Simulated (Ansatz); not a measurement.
**CH5FOSn: one species, many methods**

One table from this session's results is given with a row withheld; the runs are named, their logs left out.

Program: Ansatz 0.2.0, Gaussian basis. Level of theory: functionals in def2-TZVPP, the program's frozen cores in correlated methods. These are calculated values, not measurements.

Levels to be run: PBE-D4, r2SCAN-D4, PBE0-D4, B3LYP-D4, ωB97X-V, ωB97M-V, B2PLYP; CCSD(T)/def2-TZVPP; MP2/def2-QZVPP; extrapolation to the limit.

### The relaxed structure

An earlier PBE0-D4 in a triple-zeta def2 set relaxation fixed the geometry. Sn takes the def2 core potential; no spin-orbit term is included.

SMILES `FC[O][SnH3]`, 9 atoms, charge 0, spin multiplicity 1.

Atoms are counted from 1 here; the program's logs count them from 0.

Bond lengths: F1–C2 1.398 Å, C2–O3 1.354 Å, C2–H5 1.100 Å, C2–H6 1.095 Å, O3–Sn4 1.991 Å, Sn4–H7 1.705 Å, Sn4–H8 1.700 Å, Sn4–H9 1.699 Å. Angles: F1–C2–O3 110.7°, F1–C2–H5 105.2°, F1–C2–H6 106.7°, O3–C2–H5 113.4°, O3–C2–H6 109.7°, H5–C2–H6 110.9°, C2–O3–Sn4 118.4°, O3–Sn4–H7 106.3°, O3–Sn4–H8 101.6°, O3–Sn4–H9 108.3°, H7–Sn4–H8 113.4°, H7–Sn4–H9 113.3°, H8–Sn4–H9 112.8°.

The first run:

Input file in.yaml:

```yaml
crystal:
  periodic: [false, false, false]
  atoms:
    - {symbol: F, position_ang: [-0.596847, 1.754227, 0.031539]}
    - {symbol: C, position_ang: [-1.291528, 0.566083, 0.277774]}
    - {symbol: O, position_ang: [-0.736035, -0.463401, -0.404966]}
    - {symbol: Sn, position_ang: [1.239317, -0.701519, -0.319738]}
    - {symbol: H, position_ang: [-1.258848, 0.433971, 1.369333]}
    - {symbol: H, position_ang: [-2.319121, 0.724557, -0.066122]}
    - {symbol: H, position_ang: [1.690147, -0.390322, 1.294837]}
    - {symbol: H, position_ang: [1.407831, -2.333090, -0.765294]}
    - {symbol: H, position_ang: [1.953484, 0.363093, -1.434363]}
basis:
  gaussian: {orbitals: def2-TZVPP}
hamiltonian: {xc: pbe, dispersion: d4}
output: {forces: true, orbitals: {seedname: orbitals}}
```

Run with:

```sh
$ ansatz run in.yaml --threads 4 --pin off --events-out ev --progress --plain --max-ram 10444MiB
```

Among the steps run: PBE-D4 (GGA); r2SCAN-D4 (meta-GGA); PBE0-D4 (hybrid); B3LYP-D4 (hybrid); ωB97X-V (range-separated); ωB97M-V (range-separated); B2PLYP (double hybrid); CCSD(T) in def2-TZVPP; MP2 in def2-QZVPP.

One of the session's tables, all rows but one given; the rest of the session is left out.

It belongs to the step «Atomisation energies». 

| method | atoms, summed (eV) | atomisation energy (eV) |
| --- | --- | --- |
| PBE-D4 | -11679.731 | 30.040 |
| r2SCAN-D4 | -11685.915 | 29.585 |
| PBE0-D4 | -11680.869 | 29.304 |
| B3LYP-D4 | -11689.036 | 29.442 |
| ωB97X-V | -11683.920 | 29.809 |
| ωB97M-V | -11683.091 | 29.617 |
| B2PLYP | -11677.389 | 29.146 |
| HF/def2-TZVPP | -11639.912 | 20.449 |
| MP2/def2-TZVPP | -11658.149 | 29.191 |
| CCSD/def2-TZVPP | -11659.400 | 28.458 |
| CCSD(T)/def2-TZVPP | -11659.790 | 28.948 |
| MP2/CBS | ? | ? |
| CCSD(T)/CBS | -11671.991 | 29.779 |

**Question.** Estimate the row for MP2/CBS.

As computed: atoms, summed (eV): -11670.351; atomisation energy (eV): 30.022. In the column «atoms, summed (eV)» it lies between CCSD(T)/CBS (-11671.991) and CCSD(T)/def2-TZVPP (-11659.790).

To keep in mind: Free atoms (1 F, 1 C, 1 O, 1 Sn, 5 H) were run apart at each level; the atomisation energy is their sum less the molecule, without zero-point or spin-orbit terms.
